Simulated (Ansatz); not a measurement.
GaF:

```
CELL_PARAMETERS angstrom
0.00000 2.84624 2.84624
2.84624 0.00000 2.84624
2.84624 2.84624 0.00000
ATOMIC_POSITIONS crystal
Ga 0.25000 0.25000 0.25000
F 0.00000 0.00000 0.00000
```

The cell was built by a generator and needn't be a form met in nature.

- Program: Ansatz 0.2.0
- Task: relaxation of cell and atoms
- Functional: B3LYP
- Potentials or basis: Ansatz PAW
- Cutoff: 420 eV (not typed: the program's choice for these potentials)
- k mesh: 4 × 4 × 4
- Occupations: fermi-dirac, width 0.05 eV
- Spin: no spin polarisation

At the start: volume 23.06 Å³/atom.

Task: How do energy, volume and symmetry change on relaxing?

Result: It ends after 6 steps and the volume is 23.81 Å³/atom (+3.3 %); space group F-43m (No. 216, to 0.05 Å).

The path:
```csv
step,energy change (eV),largest force (eV/Å),volume (Å³)
1,0.0000,0.0000,46.12
2,-0.0019,0.0000,47.18
3,-0.0017,0.0000,47.45
4,-0.0042,0.0000,47.45
5,-0.0040,0.0000,47.62
6,-0.0043,0.0000,47.62
```

Final structure:
```
Ga F
1.0
     0.00000    2.87693    2.87693
     2.87693    0.00000    2.87693
     2.87693    2.87693    0.00000
Ga F
1 1
Direct
  0.25000 0.25000 0.25000
  0.00000 0.00000 0.00000
```

Caveat: the k mesh is coarse (spacing up to 0.48 Å⁻¹), so the values aren't converged, least of all with exact exchange; the plane-wave basis is chosen anew once the cell has moved, so the energies of steps on either side of that aren't comparable; the PAW data sets come from PBE, with cores solved anew for the run's functional, which leaves a small shift of forces and pressure.
